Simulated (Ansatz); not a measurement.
# AlFe3B: magnetic states

An exercise on one series of results from a longer session: the logs are not shown, and one member is left open.

Computed with Ansatz 0.2.0 (DFT PBE, scalar-relativistic, plane waves, PAW, unless a step's input says otherwise).

## The system as given

Symmetry: Pm-3m, No. 221, cubic system. Conventional cell: a = 3.822 Å, b = 3.822 Å, c = 3.822 Å, α = 90.00°, β = 90.00°, γ = 90.00°. Al (site symmetry m-3m) has 12 Fe at 2.70 Å as nearest neighbours. Fe (site symmetry 4/mmm) is surrounded by 2 B at 1.91 Å. B (site symmetry m-3m) is surrounded by 6 Fe at 1.91 Å.

Coordinates:

```
CELL_PARAMETERS angstrom
3.82232 0.00000 0.00000
0.00000 3.82232 0.00000
0.00000 0.00000 3.82232
ATOMIC_POSITIONS crystal
Al 0.50000 0.50000 0.50000
Fe 0.50000 0.00000 0.00000
Fe 0.00000 0.50000 0.00000
Fe 0.00000 0.00000 0.50000
B 0.00000 0.00000 0.00000
```

The structure comes from the Materials Project (structure only); it is used as listed.

Set-up of the first run:

Input file input.yaml:

```yaml
crystal:
  lattice:
    - [3.822322, 0.0, 0.0]
    - [0.0, 3.822322, 0.0]
    - [0.0, 0.0, 3.822322]
  atoms:
    - { symbol: Al, position: [0.5, 0.5, 0.5] }
    - { symbol: Fe, position: [0.5, 0.0, 0.0], spin: 4.0 }
    - { symbol: Fe, position: [0.0, 0.5, 0.0], spin: 4.0 }
    - { symbol: Fe, position: [0.0, 0.0, 0.5], spin: 4.0 }
    - { symbol: B, position: [0.0, 0.0, 0.0] }
basis:
  ecutwfc: 420
kpoints:
  mp_grid: { grid: [6, 6, 6] }
hamiltonian:
  xc: pbe
scf:
  occupations: { method: gaussian, width: 0.1 }
output:
  forces: true
  stress: true
  eigenvalues: true
  populations: true
magnetization:
  spin_polarized: true
```

On the command line:

```bash
$ ansatz run input.yaml --threads 1 --pin off --max-ram 2560MiB --backend cpu --events-out ev --progress --plain --runs-dir out
```

Among the steps run: Quick check of gap, pressure and forces; The base run; Magnetic start: no spin polarisation; Start: ferromagnetic; Start: large parallel starting moments; Start: ferrimagnetic in the cell, signs ++-; Start: antiferromagnetic, doubled cell, propagation vector (0, 0, 1/2); Start: antiferromagnetic, doubled cell, propagation vector (0, 1/2, 1/2); Magnetic start: antiferromagnetic, doubled cell, propagation vector (1/2, 1/2, 1/2); Start: small parallel starting moments.

One of the session's tables, all rows but one given; the rest of the session is left out.

It belongs to the step «The magnetic starts in order of energy». 

```
                                                              start  energy above the lowest (meV/atom)  pressure (GPa)
                                                      ferromagnetic                                0.00            -1.3
                                    large parallel starting moments                                0.00            -1.3
                               ferrimagnetic in the cell, signs ++-                                0.00            -1.3
                                    small parallel starting moments                                0.00            -1.3
    antiferromagnetic, doubled cell, propagation vector (0, 0, 1/2)                                35.8            -1.5
  antiferromagnetic, doubled cell, propagation vector (0, 1/2, 1/2)                                43.5            -1.8
antiferromagnetic, doubled cell, propagation vector (1/2, 1/2, 1/2)                                   ?               ?
                                                            no spin                                 103            -6.8
```

**Question.** Estimate the row for antiferromagnetic, doubled cell, propagation vector (1/2, 1/2, 1/2).

The run gave: energy above the lowest (meV/atom): 43.7; pressure (GPa): -1.0. In the column «energy above the lowest (meV/atom)» it lies between antiferromagnetic, doubled cell, propagation vector (0, 1/2, 1/2) (43.5) and no spin (103).

To keep in mind: Warnings in the runs' records: seeded moment not kept.
